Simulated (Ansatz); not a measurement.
**SnGeH₅ radical: small, medium and large basis sets**

Aim: see how fast density functionals converge with the basis set for SnGeH₅ radical.

Method: one geometry, several basis sets; program: Ansatz 0.2.0, Gaussian basis.

Levels to be run: PBE0-D4/def2-SVP; ωB97M-V/def2-SVP; PBE0-D4/def2-QZVPP; ωB97M-V/def2-QZVPP; the functionals' def2-TZVPP values are taken from earlier runs.

## 1. Structure used throughout

The geometry comes from an earlier relaxation with PBE0-D4 in a triple-zeta def2 set; it is a stationary point, not always the lowest conformer. Sn takes the def2 core potential; no spin-orbit term is included.

SMILES `[GeH3][SnH2]`, 7 atoms, charge 0, spin multiplicity 2.

Atoms are counted from 1 here; the program's logs count them from 0.

Bond lengths: Ge1–Sn2 2.608 Å, Ge1–H3 1.537 Å, Ge1–H4 1.537 Å, Ge1–H5 1.541 Å, Sn2–H6 1.719 Å, Sn2–H7 1.719 Å. Angles: Sn2–Ge1–H3 109.7°, Sn2–Ge1–H4 109.5°, Sn2–Ge1–H5 111.7°, H3–Ge1–H4 108.7°, H3–Ge1–H5 108.6°, H4–Ge1–H5 108.6°, Ge1–Sn2–H6 111.3°, Ge1–Sn2–H7 111.5°, H6–Sn2–H7 107.5°.

Coordinates:

```xyz
7

Ge   -0.5953   -0.7660   -0.5117
Sn    0.6721    0.8012    1.1434
H    -0.1556   -2.2212   -0.2849
H    -2.1081   -0.6624   -0.2605
H    -0.3137   -0.3903   -1.9791
H     0.1892    2.4396    0.9473
H     2.3725    0.7311    0.8998
```

## 2. PBE0-D4 in def2-SVP

The input, in.yaml:

```yaml
crystal:
  periodic: [false, false, false]
  atoms:
    - {symbol: Ge, position_ang: [-0.595276, -0.766032, -0.511662]}
    - {symbol: Sn, position_ang: [0.672068, 0.801174, 1.143437]}
    - {symbol: H, position_ang: [-0.155623, -2.221185, -0.284950]}
    - {symbol: H, position_ang: [-2.108065, -0.662415, -0.260467]}
    - {symbol: H, position_ang: [-0.313675, -0.390306, -1.979133]}
    - {symbol: H, position_ang: [0.189232, 2.439607, 0.947273]}
    - {symbol: H, position_ang: [2.372538, 0.731057, 0.899804]}
basis:
  gaussian: {orbitals: def2-SVP}
magnetization: {spin_polarized: true, initial_magnetization: 1}
hamiltonian: {xc: pbe0, dispersion: d4}
output: {orbitals: {seedname: orbitals}}
```

Run with:

```console
ansatz run in.yaml --threads 2 --pin off --events-out ev --progress --plain --max-ram 22528MiB --backend cpu
```

After this run come: ωB97M-V in def2-SVP; PBE0-D4 in def2-QZVPP; ωB97M-V in def2-QZVPP.

Q: Predict the results of all the runs planned. Wanted: PBE0-D4: double and triple zeta above quadruple; ωB97M-V: double and triple zeta above quadruple.

As calculated:

| quantity | value |
| --- | --- |
| PBE0-D4: double and triple zeta above quadruple | 8.67, 1.28 eV |
| ωB97M-V: double and triple zeta above quadruple | 8.70, 1.25 eV |

What this shows: For PBE0-D4 the step from double to triple zeta gains 7.39 eV and the next only 1.28 eV. Total energies overstate the basis error of differences, where much of it tends to cancel.
